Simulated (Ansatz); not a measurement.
**C2H10ClNSi2: small, medium and large basis sets**

The task here is to estimate one member of a computed series from the others.

Program: Ansatz 0.2.0, Gaussian basis. Level of theory: one geometry, several basis sets. These are calculated values, not measurements.

Levels to be run: PBE0-D4/def2-SVP; ωB97M-V/def2-SVP; PBE0-D4/def2-QZVPP; ωB97M-V/def2-QZVPP; the functionals' def2-TZVPP values are taken from earlier runs.

### The relaxed structure

The geometry comes from an earlier relaxation with PBE0-D4 in a triple-zeta def2 set; it is a stationary point, not always the lowest conformer.

SMILES `CN(C)[SiH]([SiH3])Cl`, 16 atoms, charge 0, spin multiplicity 1.

Atoms are counted from 1 here; the program's logs count them from 0.

Bond lengths: C1–N2 1.444 Å, C1–H7 1.099 Å, C1–H8 1.096 Å, C1–H9 1.092 Å, N2–C3 1.446 Å, N2–Si4 1.703 Å, C3–H10 1.091 Å, C3–H11 1.096 Å, C3–H12 1.099 Å, Si4–Si5 2.338 Å, Si4–Cl6 2.090 Å, Si4–H13 1.483 Å, Si5–H14 1.488 Å, Si5–H15 1.488 Å, Si5–H16 1.487 Å. Angles: N2–C1–H7 112.1°, N2–C1–H8 110.4°, N2–C1–H9 110.8°, H7–C1–H8 107.8°, H7–C1–H9 107.7°, H8–C1–H9 107.8°, C1–N2–C3 113.3°, C1–N2–Si4 122.2°, C3–N2–Si4 121.1°, N2–C3–H10 110.5°, N2–C3–H11 110.3°, N2–C3–H12 112.1°, H10–C3–H11 108.0°, H10–C3–H12 108.0°, H11–C3–H12 107.8°, N2–Si4–Si5 111.7°, N2–Si4–Cl6 113.9°, N2–Si4–H13 107.0° and more.

The first run:

Contents of in.yaml:

```yaml
crystal:
  periodic: [false, false, false]
  atoms:
    - {symbol: C, position_ang: [-0.235076, 0.351061, -1.547249]}
    - {symbol: N, position_ang: [0.063559, -0.596692, -0.499137]}
    - {symbol: C, position_ang: [0.438506, -1.901370, -0.996715]}
    - {symbol: Si, position_ang: [0.470899, -0.106486, 1.080604]}
    - {symbol: Si, position_ang: [-0.845291, 1.688991, 1.795230]}
    - {symbol: Cl, position_ang: [2.446311, 0.543940, 1.283687]}
    - {symbol: H, position_ang: [0.627171, 0.524540, -2.205393]}
    - {symbol: H, position_ang: [-1.063096, -0.012322, -2.167214]}
    - {symbol: H, position_ang: [-0.530490, 1.314858, -1.127020]}
    - {symbol: H, position_ang: [0.623923, -2.587122, -0.168113]}
    - {symbol: H, position_ang: [-0.367867, -2.321612, -1.609340]}
    - {symbol: H, position_ang: [1.345451, -1.861968, -1.615407]}
    - {symbol: H, position_ang: [0.377285, -1.308482, 1.944637]}
    - {symbol: H, position_ang: [-2.294235, 1.374055, 1.666305]}
    - {symbol: H, position_ang: [-0.545816, 2.902769, 0.988451]}
    - {symbol: H, position_ang: [-0.534232, 1.973239, 3.220875]}
basis:
  gaussian: {orbitals: def2-SVP}
hamiltonian: {xc: pbe0, dispersion: d4}
output: {orbitals: {seedname: orbitals}}
```

Among the steps run: PBE0-D4 in def2-SVP; ωB97M-V in def2-SVP; PBE0-D4 in def2-QZVPP; ωB97M-V in def2-QZVPP.

One table of the session follows, with a row left open; its other results are not shown here.

It belongs to the step «Functionals by basis». 

```
functional       basis  HOMO (eV)  LUMO (eV)
   PBE0-D4    def2-SVP          ?          ?
   PBE0-D4  def2-TZVPP      -6.87      -0.08
   PBE0-D4  def2-QZVPP      -6.90      -0.17
   ωB97M-V    def2-SVP      -9.05       2.09
   ωB97M-V  def2-TZVPP      -9.15       1.70
   ωB97M-V  def2-QZVPP      -9.17       1.44
```

**Question.** Estimate the row for PBE0-D4, def2-SVP.

The run gave: HOMO (eV): -6.80; LUMO (eV): 0.21. In the column «HOMO (eV)» it is the highest.
